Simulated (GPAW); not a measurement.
The system is HfB.

```xyz
2
Lattice="0.0000 2.3100 2.3100 2.3100 0.0000 2.3100 2.3100 2.3100 0.0000" Properties=species:S:1:pos:R:3 pbc="T T T"
Hf    2.3100    2.3100    2.3100
B     0.0000    0.0000    0.0000
```

| Quantity | Value |
| --- | --- |
| Program | GPAW 26.7.0 |
| Task | relaxation of cell and atoms |
| Functional | PBEsol |
| Potentials or basis | PAW data sets generated in the run's folder for this functional |
| Cutoff | 800 eV |
| Basis | pw |
| k mesh | 10 × 10 × 10 |
| Occupations | fermi-dirac, width 0.05 eV |
| Spin | no spin polarisation |

At the start: pressure 25.6 GPa; volume 12.33 Å³/atom.

Q: Where does the relaxation end?

A: Over 4 steps the energy falls by 108.2 meV/atom and the volume is 13.80 Å³/atom (+12.0 %); space group Fm-3m (No. 225, to 0.05 Å).

The path:
```
step  energy change (eV)  largest force (eV/Å)  pressure (GPa)  volume (Å³)
   1              0.0000                0.0000           25.59        24.65
   2             -0.1328                0.0000           14.83        25.72
   3             -0.2156                0.0000            1.29        27.43
   4             -0.2164                0.0000            0.08        27.61
```

Final structure:
```yaml
crystal:
  lattice:
    - [0.00000, 2.39889, 2.39889]
    - [2.39889, 0.00000, 2.39889]
    - [2.39889, 2.39889, 0.00000]
  atoms:
    - { symbol: Hf, position: [0.50000, 0.50000, 0.50000] }
    - { symbol: B, position: [0.00000, 0.00000, 0.00000] }
```

Caveat: later steps reuse the first step's grids.
